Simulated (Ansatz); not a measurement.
# ClH4InO3: the cost of one run

Method: RKS r2SCAN-D4/def2-SVP, in Ansatz 0.2.0.

## (1) The starting structure

Bond lengths: In1–Cl2 2.790 Å, In1–O3 1.990 Å, O3–H4 1.010 Å, In1–O5 1.990 Å, O5–H6 1.010 Å, In1–O7 2.290 Å, O7–H8 1.010 Å. Angles: Cl2–In1–O3 120.0°, Cl2–In1–O5 120.0°, Cl2–In1–O7 71.6°, O3–In1–O5 120.0°, O3–In1–O7 96.8°, O5–In1–O7 101.3°, In1–O3–H4 109.5°, In1–O5–H6 109.5°, In1–O7–H8 109.5°.

As a file:

```xyz
9

In    0.0000    0.0000    0.0000
Cl    0.0000    0.0000    2.7900
O     1.7233    0.0000   -0.9950
H     2.0232   -0.9519   -1.1499
O    -1.7233    0.0000   -0.9950
H    -2.2330   -0.8467   -0.7865
O     0.1026    2.1707    0.7221
H     0.5013    2.1990    1.6497
H     0.0722    1.5264    1.9541
```

## (2) A restrained relaxation towards end A

Springs on the bonds that form and break draw the guess towards this end; the thresholds are loose.

Contents of input.yaml:

```yaml
crystal:
  periodic: [false, false, false]
  atoms:
    - { symbol: In, position_ang: [0.0, 0.0, 0.0] }
    - { symbol: Cl, position_ang: [0.0, 0.0, 2.79] }
    - { symbol: O, position_ang: [1.7233, 0.0, -0.995] }
    - { symbol: H, position_ang: [2.0232, -0.9519, -1.1499] }
    - { symbol: O, position_ang: [-1.7233, 0.0, -0.995] }
    - { symbol: H, position_ang: [-2.233, -0.8467, -0.7865] }
    - { symbol: O, position_ang: [0.1026, 2.1707, 0.7221] }
    - { symbol: H, position_ang: [0.5013, 2.199, 1.6497] }
    - { symbol: H, position_ang: [0.0722, 1.5264, 1.9541] }
basis:
  gaussian: { orbitals: def2-SVP }
hamiltonian:
  xc: r2scan
  dispersion: d4
relax:
  f_tol: 0.15
  max_steps: 25
  restrain:
    - { distance: [0, 6], at: 3.19, k: 30.0 }
    - { distance: [8, 1], at: 2.57, k: 30.0 }
    - { distance: [0, 1], at: 2.44, k: 30.0 }
    - { distance: [8, 6], at: 1.01, k: 30.0 }
```

Started as:

```bash
$ ansatz run input.yaml --threads 4 --pin off --max-ram 5120MiB --backend cpu --events-out ev --progress --plain --runs-dir out
```

**Question.** How long does this run take on 4 threads of Intel Xeon 6975P-C (Granite Rapids), shared host, and how much memory does it need?

About 16 s, with a peak of 0.2 GiB.
